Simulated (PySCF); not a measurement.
# GeH6N2: the cost of one run

Computed with PySCF 2.14.0, with density-fitted response routines of our own, on a single molecule in the gas phase. Atoms are numbered from 0 throughout.

### 1 Starting geometry

9 atoms, charge 0, multiplicity 1; geometry from: GFN2-xTB. The atoms were then displaced at random by about 0.01 Å, so the start is not that level's minimum.

Bonds of the start (Å): N0–Ge1 1.84, Ge1–N2 1.84, N0–H3 0.98, N0–H4 1.01, Ge1–H5 1.50, Ge1–H6 1.51, N2–H7 0.98, N2–H8 0.98.

### 2 Geometry optimisation at PBE0-D3(BJ)/def2-SVP

The job: settings as JSON, then the geometry in Å.

```
{"job": {"xc": "PBE0", "basis": "def2-SVP", "d3": "d3bj", "grid": 1, "shake": 0.01, "kind": "geom"}, "charge": 0, "multiplicity": 1}
N      1.596320    -0.202860     0.249600
Ge    -0.040690     0.626260     0.150830
N     -1.373470    -0.591490    -0.183490
H      1.662760    -0.967370     0.866290
H      2.015530    -0.440240    -0.635890
H     -0.350450     1.194870     1.500950
H      0.122640     1.722880    -0.874300
H     -2.287000    -0.254060    -0.088830
H     -1.287830    -1.105130    -1.018910
```

Launch:

```sh
> OMP_NUM_THREADS=1 python probes_run.py task.json out
```

This one command runs all jobs of the session in turn.

**Question.** How long does this first job take on 1 thread of Intel Xeon Platinum 8259CL at 2.50GHz, shared host, and how much memory does it need?

About 31 s, with a peak of 0.38 GiB.
